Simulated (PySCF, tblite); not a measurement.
# C3H6F2GeO2: geometry, infrared bands and NMR shifts

Wanted: the infrared bands and NMR shifts of C3H6F2GeO2 (`F[CH](F)[GeH]1[O]CC[O]1`), by calculation.

Programs: tblite 0.8.0 and PySCF 2.14.0, with density-fitted response routines of our own. Each step states its level of theory. These are calculated values for one molecule in the gas phase, unless marked as measured. Atoms are numbered from 0 throughout.

## (1) The molecule as given

14 atoms, charge 0, multiplicity 1; geometry from: force field or distance geometry start.

Bonds of the start (Å): F0–C1 1.38, C1–F2 1.38, C1–Ge3 1.94, Ge3–O4 1.76, O4–C5 1.40, C5–C6 1.54, C6–O7 1.41, O7–Ge3 1.78, C1–H8 1.13, Ge3–H9 1.55, C5–H10 1.11, C5–H11 1.11, C6–H12 1.12, C6–H13 1.11.

## (2) Relaxing the molecule with GFN2-xTB

Job settings and geometry (Å):

```
{"job": {"kind": "relax", "xc": "GFN2-xTB", "basis": "xTB"}, "charge": 0, "multiplicity": 1}
F      2.957700     0.024600    -1.268500
C      2.188200    -0.577500    -0.294900
F      1.656600    -1.753700    -0.778400
Ge     0.764700     0.623000     0.261100
O     -0.362900     0.893600    -1.062700
C     -1.467100     0.109300    -0.699000
C     -1.569200     0.004400     0.835500
O     -0.303100    -0.193900     1.425400
H      2.842900    -0.819500     0.587700
H      1.296400     1.950300     0.848700
H     -2.393700     0.561100    -1.105000
H     -1.356600    -0.908700    -1.136200
H     -2.023500     0.934100     1.260800
H     -2.231000    -0.847500     1.103400
```

Run with:

```bash
$ OMP_NUM_THREADS=1 python probes_run.py task.json out
```

This one command runs all jobs of the session in turn.

What it wrote:

```text
step      E/eV     max force
  0    -789.52669    1.691
  1    -789.67591    0.953
  2    -789.74641    0.689
  3    -789.78542    0.697
  4    -789.82707    0.479
  5    -789.84483    0.341
  6    -789.86245    0.411
  7    -789.87403    0.295
  8    -789.88083    0.234
  9    -789.88444    0.198
 10    -789.88721    0.135
 11    -789.88995    0.159
 12    -789.89267    0.160
 13    -789.89458    0.091
 14    -789.89563    0.080
 15    -789.89643    0.072
 16    -789.89741    0.098
 17    -789.89853    0.094
 18    -789.89975    0.097
 19    -789.90107    0.095
 20    -789.90256    0.089
 21    -789.90421    0.090
 22    -789.90570    0.095
 23    -789.90682    0.084
 24    -789.90778    0.078
 25    -789.90884    0.099
 26    -789.91017    0.110
 27    -789.91180    0.138
 28    -789.91347    0.165
 29    -789.91486    0.125
 30    -789.91591    0.083
 31    -789.91678    0.080
 32    -789.91763    0.111
 33    -789.91840    0.108
 34    -789.91903    0.062
 35    -789.91960    0.057
 36    -789.92021    0.072
 37    -789.92082    0.095
 38    -789.92133    0.069
 39    -789.92181    0.069
 40    -789.92242    0.067
 41    -789.92333    0.120
 42    -789.92449    0.139
 43    -789.92556    0.086
 44    -789.92633    0.068
 45    -789.92686    0.079
 46    -789.92728    0.146
 47    -789.92784    0.113
 48    -789.92834    0.040
 49    -789.92859    0.036
 50    -789.92880    0.050
 51    -789.92907    0.054
 52    -789.92930    0.043
 53    -789.92957    0.037
 54    -789.92988    0.047
 55    -789.93028    0.055
 56    -789.93074    0.055
 57    -789.93119    0.055
 58    -789.93152    0.041
 59    -789.93179    0.044
 60    -789.93211    0.052
 61    -789.93255    0.053
 62    -789.93297    0.051
 63    -789.93317    0.090
 64    -789.93361    0.051
 65    -789.93400    0.039
 66    -789.93454    0.048
 67    -789.93518    0.057
 68    -789.93603    0.063
 69    -789.93698    0.057
 70    -789.93779    0.059
 71    -789.93773    0.161
 72    -789.93861    0.058
 73    -789.93896    0.039
 74    -789.93972    0.038
 75    -789.94009    0.043
 76    -789.94029    0.037
 77    -789.94040    0.036
 78    -789.94049    0.033
 79    -789.94057    0.033
 80    -789.94065    0.028
 81    -789.94072    0.023
 82    -789.94081    0.020
 83    -789.94090    0.023
 84    -789.94099    0.025
 85    -789.94105    0.033
 86    -789.94113    0.024
 87    -789.94119    0.020
 88    -789.94127    0.015
 89    -789.94128    0.010
 90    -789.94129    0.005
```

It took 1.7 s on 1 thread of Intel Xeon at 2.50GHz, shared host; peak memory 0.18 GiB.

Step by step: (not every step is listed)

```tsv
step	energy from step 0 (eV)	largest force (eV/Å)
0	0.0000	1.6909
1	-0.1492	0.9525
2	-0.2197	0.6893
3	-0.2587	0.6971
4	-0.3004	0.4792
5	-0.3181	0.3413
6	-0.3358	0.4114
7	-0.3473	0.2954
8	-0.3541	0.2337
15	-0.3697	0.0724
22	-0.3790	0.0949
29	-0.3882	0.1254
36	-0.3935	0.0715
43	-0.3989	0.0864
50	-0.4021	0.0501
57	-0.4045	0.0550
64	-0.4069	0.0509
71	-0.4110	0.1607
78	-0.4138	0.0328
85	-0.4144	0.0335
86	-0.4144	0.0240
87	-0.4145	0.0198
88	-0.4146	0.0154
89	-0.4146	0.0100
90	-0.4146	0.0055
```

Close pairs (by a distance rule), those that changed most:

```tsv
bond	before (Å)	after (Å)	change (Å)
C1–Ge3	1.943	2.043	+0.100
Ge3–H9	1.546	1.516	-0.030
C1–F2	1.378	1.349	-0.029
C1–H8	1.125	1.097	-0.028
C6–H12	1.119	1.094	-0.025
F0–C1	1.379	1.355	-0.024
C6–H13	1.112	1.091	-0.020
C5–H11	1.113	1.094	-0.020
```

The final coordinates are the input of the step that follows.

## (3) Harmonic vibrations with GFN2-xTB

Job settings and geometry (Å):

```
{"job": {"kind": "ir", "xc": "GFN2-xTB", "basis": "xTB"}, "charge": 0, "multiplicity": 1}
F      3.433165     0.060407    -0.548977
C      2.311605    -0.642497    -0.258762
F      2.022643    -1.397707    -1.339041
Ge     0.801301     0.683553     0.108120
O     -0.508253     0.795864    -1.081862
C     -1.646334     0.074834    -0.638434
C     -1.618408     0.016792     0.897330
O     -0.268660    -0.070795     1.317989
H      2.541446    -1.318301     0.573899
H      1.304121     2.080032     0.415719
H     -2.534504     0.596106    -0.999311
H     -1.621271    -0.936485    -1.054298
H     -2.073034     0.920471     1.313835
H     -2.144496    -0.862746     1.271627
```

What it wrote:

```text
mode    cm-1     km/mol
  1      24.9      1.51
  2      65.9      0.48
  3      88.8      1.34
  4     165.5     16.55
  5     189.8      0.53
  6     227.8      0.50
  7     273.3     48.74
  8     374.2     59.92
  9     471.9     50.98
 10     474.2     61.81
 11     504.8      4.63
 12     542.7     12.13
 13     585.0     43.84
 14     623.3    122.29
 15     643.7    100.55
 16     887.8     16.98
 17     929.7     44.85
 18    1023.9    141.96
 19    1027.1      9.69
 20    1049.5    148.94
 21    1066.6    101.09
 22    1109.6     40.24
 23    1165.0     46.46
 24    1187.8      0.82
 25    1191.6      8.15
 26    1252.5      1.34
 27    1291.6      2.69
 28    1312.3      2.56
 29    1465.6      1.11
 30    1476.0      0.08
 31    1852.7    304.92
 32    2903.3     17.34
 33    2925.1      7.74
 34    2936.9     68.91
 35    2972.6     23.99
 36    2974.7     41.81
```

It took 1.3 s on 1 thread of Intel Xeon at 2.50GHz, shared host; peak memory 0.18 GiB.

The strongest bands and the atoms that carry them (share of the mass-weighted mode):

```tsv
cm⁻¹	km/mol	atoms
474	61.8	O7 31 %, O4 28 %, Ge3 18 %
623	122.3	H9 61 %, O4 11 %
644	100.5	H9 37 %, C5 11 %, O4 11 %
1024	142.0	C1 61 %, F0 26 %
1050	148.9	C6 33 %, C5 25 %, O7 14 %
1067	101.1	C1 51 %, F2 26 %, F0 11 %
1853	304.9	H9 98 %
2937	68.9	H11 61 %, H12 31 %
```

## (4) Nuclear shieldings: PBE0/pcSseg-1

The job, as its differences from that of step 3:

```diff
@@ -1,2 +1,2 @@
-{"job": {"kind": "ir", "xc": "GFN2-xTB", "basis": "xTB"}, "charge": 0, "multiplicity": 1}
+{"job": {"kind": "nmr", "xc": "PBE0", "basis": "pcSseg-1"}, "charge": 0, "multiplicity": 1}
 F      3.433165     0.060407    -0.548977
```

With the program's defaults for keys left out, this is: GIAO PBE0/pcSseg-1 NMR shielding, non-relativistic, gas phase.

What it wrote:

```text
coarse grid: 58752 points
cycle   1  E = -2543.8004845507  dE =  5.190e-01  |g| = 1.407e+00  |ddm| = 3.478e+00
cycle   2  E = -2543.3109051768  dE =  4.896e-01  |g| = 2.161e+00  |ddm| = 2.162e+00
cycle   3  E = -2544.0523891355  dE = -7.415e-01  |g| = 2.246e-01  |ddm| = 1.572e+00
cycle   4  E = -2544.0599627444  dE = -7.574e-03  |g| = 9.374e-02  |ddm| = 1.904e-01
cycle   5  E = -2544.0610264957  dE = -1.064e-03  |g| = 2.187e-02  |ddm| = 6.994e-02
cycle   6  E = -2544.0610974424  dE = -7.095e-05  |g| = 8.381e-03  |ddm| = 1.756e-02
cycle   7  E = -2544.0611080679  dE = -1.063e-05  |g| = 1.822e-03  |ddm| = 6.402e-03
cycle   8  E = -2544.0611085834  dE = -5.155e-07  |g| = 7.075e-04  |ddm| = 1.560e-03
final grid: 124520 points
cycle   9  E = -2544.0610394152  dE =  8.703e-08  |g| = 1.184e-03  |ddm| = 1.624e-03
cycle  10  E = -2544.0610389859  dE =  4.294e-07  |g| = 1.977e-03  |ddm| = 1.898e-03
cycle  11  E = -2544.0610396443  dE = -6.585e-07  |g| = 1.493e-04  |ddm| = 1.244e-03
cycle  12  E = -2544.0610396480  dE = -3.614e-09  |g| = 1.301e-05  |ddm| = 9.349e-05
cycle  13  E = -2544.0610396480  dE = -3.092e-11  |g| = 5.901e-06  |ddm| = 1.354e-05
converged SCF energy = -2544.0610396480

GIAO shielding tensors (ppm)
atom      isotropic    diamagn.    paramagn.     s11        s22        s33       span
  0 F      317.470     470.837    -153.367    192.121    322.144    438.145    246.024
  1 C       59.854     247.435    -187.580     42.585     66.750     70.229     27.644
  2 F      318.478     474.019    -155.541    197.912    315.872    441.651    243.739
  3 Ge    1274.188    2755.953   -1481.765   1225.312   1263.537   1333.714    108.402
  4 O      291.864     401.912    -110.049    256.972    282.302    336.317     79.345
  5 C      116.882     244.608    -127.726     85.977    106.252    158.417     72.440
  6 C      117.048     243.564    -126.516     84.977    107.417    158.750     73.772
  7 O      293.642     401.979    -108.338    255.246    277.807    347.872     92.626
  8 H       25.360      28.541      -3.181     23.492     24.643     27.945      4.453
  9 H       25.776      27.704      -1.928     19.100     20.098     38.129     19.030
 10 H       27.451      28.291      -0.840     23.122     25.469     33.760     10.638
 11 H       27.733      30.159      -2.427     22.408     25.572     35.218     12.810
 12 H       27.794      28.842      -1.048     22.120     25.578     35.684     13.564
 13 H       27.407      28.614      -1.207     23.127     25.452     33.642     10.515
```

Wall time 74 s (1 thread of Intel Xeon at 2.50GHz, shared host); peak memory 0.99 GiB.

The references, computed at this level on geometries of the same kind, shield at (ppm): ¹H TMS 31.72, ¹³C TMS 186.9, ¹⁹F CFCl3 170.9, ¹⁷O H2O 336.1, ⁷³Ge GeMe4 1331. Their shielding less the atom's gives the shift. The references are single molecules in the gas phase, so shifts against H2O, NH3, PH3, H3PO4 or CFCl3 are not on the usual liquid scales and can be off by tens of ppm. Atoms listed in one row are averaged.

```tsv
atoms	environment	σ (ppm)	δ (ppm)
C1	sp3 CH bonded to 2 F and Ge	59.9	127.1
C5, C6	sp3 CH2 bonded to O	117.0	70.0
H8	hydrogen on an sp3 CH bonded to 2 F and Ge	25.36	6.36
H9	hydrogen on a germanium bonded to C, 2 O, in a 5-membered ring	25.78	5.94
H11, H13	hydrogen on an sp3 CH2 bonded to O	27.57	4.15
H10, H12	hydrogen on an sp3 CH2 bonded to O	27.62	4.09
F0, F2	fluorine of a CF2 group	318.0	-147.0
Ge3	germanium bonded to C, 2 O, H, in a 5-membered ring	1274	57
O4, O7	oxygen bonded to C, Ge, in a 5-membered ring	292.8	43.3
```

Charges from the same density, by scheme (e):

```tsv
atoms	Mulliken	IAO	Hirshfeld	ESP fit
F0, F2	-0.29	-0.29	-0.11	-0.21
C1	0.26	0.20	0.07	0.24
Ge3	1.05	1.14	0.51	0.75
O4, O7	-0.71	-0.62	-0.26	-0.51
C5, C6	0.06	-0.07	-0.01	0.09
```

Mayer bond orders: F0–C1 0.91, C1–F2 0.93, C1–Ge3 0.82, Ge3–O4 0.87, O4–C5 0.89, C5–C6 1.03, C6–O7 0.90, O7–Ge3 0.83.

Ring of atoms Ge3, O4, C5, C6, O7: NICS(0) -8.6, NICS(1) -3.3, NICS(1)zz -6.2 ppm (means of both faces).

## (5) Results

| quantity | value |
| --- | --- |
| strongest single infrared mode (GFN2-xTB) | 1853 cm⁻¹, 305 km/mol |
| zero-point energy (GFN2-xTB) | 56.1 kcal/mol |
| ¹³C shifts against TMS (PBE0/pcSseg-1, means over atoms taken as alike) | 127.1, 70.0 ppm |
| ¹H shifts against TMS (PBE0/pcSseg-1, means over atoms taken as alike) | 6.36, 5.94, 4.15, 4.09 ppm |
| ¹⁹F shifts against CFCl3 (PBE0/pcSseg-1, means over atoms taken as alike) | -147.0 ppm |
| ⁷³Ge shifts against GeMe4 (PBE0/pcSseg-1) | 57 ppm |
| ¹⁷O shifts against H2O (PBE0/pcSseg-1, means over atoms taken as alike) | 43.3 ppm |

What this shows: The optimisation took 90 steps and gained 0.415 eV; among the close pairs (by a distance rule), C1–Ge3 changed most, from 1.943 to 2.043 Å. No mode is imaginary among the 36: a minimum at this level. The strongest single mode, at 1853 cm⁻¹, moves mainly H9. Unscaled tight-binding wavenumbers are off by several per cent, some by more. Its intensities can rank the bands wrongly. H8 (hydrogen on an sp3 CH bonded to 2 F and Ge) lies farthest downfield among hydrogen, at 6.36 ppm; its carbon carries F, hence the downfield position. At PBE0/pcSseg-1: The widest tensor belongs to F0, F2: span 245 ppm, with a paramagnetic part of -154 ppm. Spin-orbit coupling is left out, which matters for shieldings and couplings at and beside the heavy atoms.
